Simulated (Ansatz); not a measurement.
**C3H9GeN: basis-set convergence**

The task here is to estimate one member of a computed series from the others.

Program: Ansatz 0.2.0, Gaussian basis. Level of theory: one geometry, several basis sets. These are calculated values, not measurements.

The runs, in order: PBE0-D4/def2-SVP; ωB97M-V/def2-SVP; PBE0-D4/def2-QZVPP; ωB97M-V/def2-QZVPP; the functionals' def2-TZVPP values are taken from earlier runs.

**Structure used throughout**

The geometry comes from an earlier relaxation with PBE0-D4 in a triple-zeta def2 set; it is a stationary point, not always the lowest conformer.

14 atoms, charge 0, spin multiplicity 1.

Atoms are counted from 1 here; the program's logs count them from 0.

Bond lengths: C1–C2 1.338 Å, C1–H6 1.081 Å, C1–H7 1.082 Å, C2–N3 1.375 Å, C2–H8 1.088 Å, N3–C4 1.441 Å, N3–Ge5 1.844 Å, C4–H9 1.099 Å, C4–H10 1.092 Å, C4–H11 1.096 Å, Ge5–H12 1.543 Å, Ge5–H13 1.536 Å, Ge5–H14 1.534 Å. Angles: C2–C1–H6 119.4°, C2–C1–H7 123.1°, H6–C1–H7 117.6°, C1–C2–N3 127.1°, C1–C2–H8 119.1°, N3–C2–H8 113.8°, C2–N3–C4 117.5°, C2–N3–Ge5 120.5°, C4–N3–Ge5 119.7°, N3–C4–H9 112.2°, N3–C4–H10 110.2°, N3–C4–H11 110.3°, H9–C4–H10 108.4°, H9–C4–H11 107.7°, H10–C4–H11 108.0°, N3–Ge5–H12 111.5°, N3–Ge5–H13 106.9°, N3–Ge5–H14 106.5° and more.

The first run:

Input file in.yaml:

```yaml
crystal:
  periodic: [false, false, false]
  atoms:
    - {symbol: C, position_ang: [-1.626181, 1.444449, -0.305871]}
    - {symbol: C, position_ang: [-1.044160, 0.259257, -0.521977]}
    - {symbol: N, position_ang: [0.216205, -0.128953, -0.133608]}
    - {symbol: C, position_ang: [1.007942, 0.822789, 0.603921]}
    - {symbol: Ge, position_ang: [0.680260, -1.913368, -0.114688]}
    - {symbol: H, position_ang: [-2.613540, 1.630944, -0.704010]}
    - {symbol: H, position_ang: [-1.151059, 2.242861, 0.248488]}
    - {symbol: H, position_ang: [-1.585784, -0.501201, -1.079860]}
    - {symbol: H, position_ang: [0.554445, 1.080153, 1.570814]}
    - {symbol: H, position_ang: [2.005623, 0.420310, 0.788505]}
    - {symbol: H, position_ang: [1.118179, 1.750093, 0.030365]}
    - {symbol: H, position_ang: [0.373645, -2.564232, 1.250554]}
    - {symbol: H, position_ang: [2.191185, -1.983567, -0.382774]}
    - {symbol: H, position_ang: [-0.139759, -2.588834, -1.221061]}
basis:
  gaussian: {orbitals: def2-SVP}
hamiltonian: {xc: pbe0, dispersion: d4}
output: {orbitals: {seedname: orbitals}}
```

Started as:

```
ansatz run in.yaml --threads 4 --pin off --events-out ev --progress --plain --max-ram 11315MiB
```

Among the steps run: PBE0-D4 in def2-SVP; ωB97M-V in def2-SVP; PBE0-D4 in def2-QZVPP; ωB97M-V in def2-QZVPP.

One of the session's tables, all rows but one given; the rest of the session is left out.

It belongs to the step «Density functionals: the series». 

```
functional       basis  HOMO (eV)  LUMO (eV)
   PBE0-D4    def2-SVP      -5.68       0.64
   PBE0-D4  def2-TZVPP          ?          ?
   PBE0-D4  def2-QZVPP      -5.80       0.16
   ωB97M-V    def2-SVP      -7.83       2.50
   ωB97M-V  def2-TZVPP      -7.95       2.13
   ωB97M-V  def2-QZVPP      -7.96       1.60
```

**Question.** Estimate the row for PBE0-D4, def2-TZVPP.

**Answer.** HOMO (eV): -5.78; LUMO (eV): 0.41. In the column «HOMO (eV)» it lies between PBE0-D4, def2-QZVPP (-5.80) and PBE0-D4, def2-SVP (-5.68).
